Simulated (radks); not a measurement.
# Ge²⁺ in [Ar] 3d10 4s2: an all-electron calculation

One table from this session's results is given with a row withheld; the runs are named, their logs left out.

Program: radks (a radial shooting solver on a logarithmic mesh, Libxc functionals) version 1. Level of theory: Dirac Kohn-Sham, exchange-only LDA, spin-unpolarised, spherical densities, finite nucleus. These are calculated values, not measurements, unless marked.

### What is computed

* element: germanium (Z = 32)
* charge: +2
* electrons: 30
* configuration: [Ar] 3d10 4s2
* nuclear rms radius: 4.0742 fm

The outer shells:

Ge²⁺
```
[Ar] core
3d [↑↓][↑↓][↑↓][↑↓][↑↓]
4s [↑↓]
```

Set-up of the first run:

The run's settings:

```text
Z 32
configuration [Ar] 3d10 4s2
relativity Dirac
functional lda,
spin unpolarised
j_filling energy
nucleus finite rms 4.0742 fm
c 137.035999084
```

The run is started by

```sh
$ python run_ks.py task.json out
```

The same process makes all the runs of this session.

One table of the session follows, with a row left open; its other results are not shown here.

Sizes of the orbitals, from the radial functions (bohr):

| level | <r> | outermost maximum (interpolated) | 90 % within | nodes |
| --- | --- | --- | --- | --- |
| 1s1/2 | 0.04706 | 0.0308 | 0.0841 | 0 |
| 2s1/2 | 0.2102 | 0.176 | 0.325 | 1 |
| 2p1/2 | 0.1814 | 0.139 | 0.297 | 0 |
| 2p3/2 | 0.1850 | 0.142 | 0.302 | 0 |
| 3s1/2 | 0.6255 | 0.543 | 0.937 | 2 |
| 3p1/2 | 0.6406 | 0.538 | 0.987 | 1 |
| 3p3/2 | 0.6515 | 0.546 | 1.00 | 1 |
| 3d3/2 | 0.7309 | 0.500 | 1.24 | 0 |
| 3d5/2 | 0.7361 | 0.503 | 1.25 | 0 |
| 4s1/2 | ? | ? | ? | ? |

**Question.** Estimate the row for 4s1/2.

The run gave: <r>: 1.948; outermost maximum (interpolated): 1.67; 90 % within: 2.88; nodes: 3. In the column «<r>» it is the highest.
